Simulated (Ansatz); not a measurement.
**AlSiGe (sextet): wave-function methods side by side, cc-pVTZ**

The task here is to estimate one member of a computed series from the others.

Method: cc-pVTZ, core rule «outside noble gas», up to 24 orbitals frozen; program: Ansatz 0.2.0, Gaussian basis.

Plan: UHF; CCSD(T) on ROHF; CCSD(T) on UHF; BCCD(T) on ROHF; CCSDT(Q) on ROHF; CCSDT(Q) on UHF; CASSCF and NEVPT2, 11 electrons in 12 orbitals.

4 further runs of the same task are left out: 2 for a known fault of the program, 2 set aside as unsound or not needed.

## What is computed

The geometry is a PBE0/def2-TZVP stationary point (not a proven minimum) of the parent state, kept for this charge and spin. No spin-orbit coupling is included. The filled d shell of Ge may be among the frozen orbitals whatever the setting's name suggests; the logs give the count.

3 atoms, charge 0, spin multiplicity 6.

Atoms are counted from 1 here; the program's logs count them from 0.

Bond lengths: Al1–Ge2 2.513 Å, Al1–Si3 2.456 Å, Ge2–Si3 2.302 Å. Angles: Ge2–Al1–Si3 55.2°, Al1–Ge2–Si3 61.2°, Al1–Si3–Ge2 63.7°.

Set-up of the first run:

The input, in.yaml:

```yaml
crystal:
  periodic: [false, false, false]
  atoms:
    - {symbol: Al, position_ang: [0.000000, 1.074473, 1.436120]}
    - {symbol: Ge, position_ang: [0.000000, 0.113115, -0.885814]}
    - {symbol: Si, position_ang: [0.000000, -1.324798, 0.911389]}
basis:
  gaussian: {orbitals: cc-pVTZ}
magnetization: {spin_polarized: true, initial_magnetization: 5}
hamiltonian: {xc: hf}
output: {orbitals: {seedname: orbitals}}
```

Started as:

```sh
ansatz run in.yaml --threads 1 --pin off --events-out ev --progress --plain --max-ram 2816MiB --backend cpu
```

Steps of the session up to this table: UHF; CCSD(T) on ROHF; CCSD(T) on UHF; BCCD(T) on ROHF; CCSDT(Q) on ROHF; CCSDT(Q) on UHF; CASSCF and NEVPT2, 11 electrons in 12 orbitals.

One table of the session follows, with a row left open; its other results are not shown here.

| method | from UCCSDT(Q) (meV) |
| --- | --- |
| ROHF | +7090.6 |
| UHF | +6878.6 |
| RMP2 | +1216.9 |
| UMP2 | +1293.1 |
| RCCSD | +545.0 |
| UCCSD | +523.3 |
| RCCSD(T) | +96.3 |
| UCCSD(T) | +85.8 |
| BCCD(T) | +96.3 |
| RCCSDT | +53.8 |
| UCCSDT | +38.4 |
| RCCSDT(Q) | +14.9 |
| UCCSDT(Q) | 0 |
| CASSCF valence | ? |
| NEVPT2 valence | +1187.5 |

Q: Estimate the row for CASSCF valence from the others.

As computed: from UCCSDT(Q) (meV): +5081.2. In the column «from UCCSDT(Q) (meV)» it lies between UMP2 (+1293.1) and UHF (+6878.6).

Caveats from the session: Restricted and unrestricted rows rest on different reference determinants; where their highest levels disagree by more than a few hundredths of an eV, they describe different states and don't form one ladder.
